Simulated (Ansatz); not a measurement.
C2H5AlO, SMILES C=[C](O)[AlH2]: an atomisation energy, run with Ansatz 0.2.0, Python API.

`c2h5alo.xyz`
```text
9

C    -0.28840    1.26960   -0.66760
C     0.25750    0.17610   -0.33650
O     1.41190   -0.19230   -0.98010
Al   -0.44690   -0.96990    1.06140
H     0.09490    1.93980   -1.46330
H    -1.25830    1.64310   -0.20550
H     1.94660   -1.05220   -0.71820
H     0.24600   -2.32570    1.46270
H    -1.87480   -0.53480    1.83000
```

Script `c2h5alo_tae.py`:
```python
# -*- coding: utf-8 -*-
'''Energy to split C2H5AlO into its atoms.'''

from collections import Counter

import ansatz


def single_point(molecule, charge=0, unpaired=0):
    calc = molecule.calculation().basis(gaussian='def2-SVPD').functional('B3LYP')
    if charge:
        calc = calc.charge(charge)
    if unpaired:
        calc = calc.spin('collinear', total=unpaired)
    return calc.run(threads=1, backend='cpu').report['free_energy_ev']


def main():
    system = ansatz.Crystal.molecule_from_extxyz('c2h5alo.xyz')

    # Hund ground states
    unpaired = {'C': 2, 'O': 2, 'Al': 1, 'H': 1}
    counts = Counter(site.symbol for site in system.cartesian_sites)
    atom_energy = {s: single_point(ansatz.Crystal.molecule().atom(s, (0, 0, 0)), 0, unpaired[s]) for s in counts}
    whole = single_point(system, 0, 0)
    for s, e in atom_energy.items():
        print(f'{s:2s} x{counts[s]}  {e:14.5f} eV')
    print(f'C2H5AlO: {whole:.5f} eV')
    split = sum(counts[s] * e for s, e in atom_energy.items()) - whole
    print(f'atomisation energy (no zero-point term): {split:.3f} eV, {split / sum(counts.values()):.3f} eV an atom')


if __name__ == '__main__':
    main()
```

What does it cost to take this molecule apart into atoms?

32.799 eV from the electronic energies, without the zero-point term.

What the script printed:

```console
$ python c2h5alo_tae.py
C  x2     -1028.99694 eV
O  x1     -2041.10532 eV
Al x1     -6593.38314 eV
H  x5       -13.63995 eV
C2H5AlO: -10793.48099 eV
atomisation energy (no zero-point term): 32.799 eV, 3.644 eV an atom
```

Total energies depend on the basis set; only differences at equal settings carry meaning. The geometry is a force-field or estimated start, not a minimum of this method, and the basis set is short of its limit. All parts are taken at fixed geometry, without zero-point energy. b3lyp holds the VWN-RPA fit, as in Gaussian; the form of ORCA and Turbomole is b3lyp5. Timing: 6 s on 1 thread of Arm Neoverse V1, on a shared host, peak memory 0.25 GiB.
